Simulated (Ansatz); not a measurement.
# GeAsH2+ (triplet): from Hartree-Fock to the top rungs, cc-pVDZ

How much of the correlation energy of GeAsH2+ (triplet) does each wave-function method recover here?

Method: cc-pVDZ, core rule «outside noble gas», up to 28 orbitals frozen; program: Ansatz 0.2.0, Gaussian basis.

To be run: UHF; CCSD(T) on ROHF; CCSD(T) on UHF; BCCD(T) on ROHF; CISD; CCSDT(Q) on ROHF; CCSDT(Q) on UHF; CCSDTQ on ROHF; CASSCF and MRCISD+Q, 10 electrons in 10 orbitals; CASSCF and NEVPT2, 10 electrons in 10 orbitals.

4 further runs of the same task are left out: 4 set aside as unsound or not needed.

### 1 What is computed

The geometry is a PBE0/def2-TZVP stationary point (not a proven minimum) of the parent state, kept for this charge and spin. No spin-orbit coupling is included. The filled d shell of Ge, As may be among the frozen orbitals whatever the setting's name suggests; the logs give the count.

4 atoms, charge 1, spin multiplicity 3.

Atoms are counted from 1 here; the program's logs count them from 0.

Bond lengths: Ge1–As2 2.476 Å, Ge1–H3 1.556 Å, Ge1–H4 1.556 Å. Angles: As2–Ge1–H3 109.5°, As2–Ge1–H4 109.5°, H3–Ge1–H4 105.6°.

### 2 UHF

Input file in.yaml:

```yaml
crystal:
  periodic: [false, false, false]
  atoms:
    - {symbol: Ge, position_ang: [0.042430, 0.000000, 1.232357]}
    - {symbol: As, position_ang: [-0.021540, 0.000000, -1.242487]}
    - {symbol: H, position_ang: [-0.728368, 1.239617, 1.771279]}
    - {symbol: H, position_ang: [-0.728367, -1.239618, 1.771279]}
basis:
  gaussian: {orbitals: cc-pVDZ}
total_charge: 1
magnetization: {spin_polarized: true, initial_magnetization: 2}
hamiltonian: {xc: hf}
output: {orbitals: {seedname: orbitals}}
```

Started as:

```
> ansatz run in.yaml --threads 1 --pin off --events-out ev --progress --plain --max-ram 4096MiB --backend cpu
```

After this run come: CCSD(T) on ROHF; CCSD(T) on UHF; BCCD(T) on ROHF; CISD; CCSDT(Q) on ROHF; CCSDT(Q) on UHF; CCSDTQ on ROHF; CASSCF and MRCISD+Q, 10 electrons in 10 orbitals; CASSCF and NEVPT2, 10 electrons in 10 orbitals.

**Question.** What will the summary of the whole plan be? Wanted: RCCSDTQ below the RHF energy; RMP2 from RCCSDTQ; UMP2 from RCCSDTQ; RCCSD from RCCSDTQ; RCCSD(T) from RCCSDTQ; UCCSD(T) from RCCSDTQ; RCCSDT(Q) from RCCSDTQ; UCCSDT(Q) from RCCSDTQ; NEVPT2 valence from RCCSDTQ.

As calculated:

| quantity | value |
| --- | --- |
| RCCSDTQ below the RHF energy | -5.2808 eV |
| RMP2 from RCCSDTQ | +120.5 kJ/mol |
| UMP2 from RCCSDTQ | +130.7 kJ/mol |
| RCCSD from RCCSDTQ | +22.4 kJ/mol |
| RCCSD(T) from RCCSDTQ | +5.5 kJ/mol |
| UCCSD(T) from RCCSDTQ | +6.4 kJ/mol |
| RCCSDT(Q) from RCCSDTQ | +0.1 kJ/mol |
| UCCSDT(Q) from RCCSDTQ | -0.5 kJ/mol |
| NEVPT2 valence from RCCSDTQ | +79.3 kJ/mol |
| MRCISD+Q valence from RCCSDTQ | +0.9 kJ/mol |
| levels within 1 kcal/mol (43 meV) | RCCSDT, UCCSDT, RCCSDT(Q), UCCSDT(Q), MRCISD+Q valence |
| T1 diagnostic | 0.036 |
| effectively unpaired electrons | 2.09 |

**Reading.** RCCSD(T) lands +5.5 kJ/mol from the yardstick (1.1 % of the correlation energy). One determinant dominates. Of the multireference levels listed MRCISD+Q valence comes nearest in total energy (+0.9 kJ/mol), which doesn't show that its space is the better one. These misses are within one basis, not against nature; the frozen cores of restricted and unrestricted runs differ, which can shift their rows.
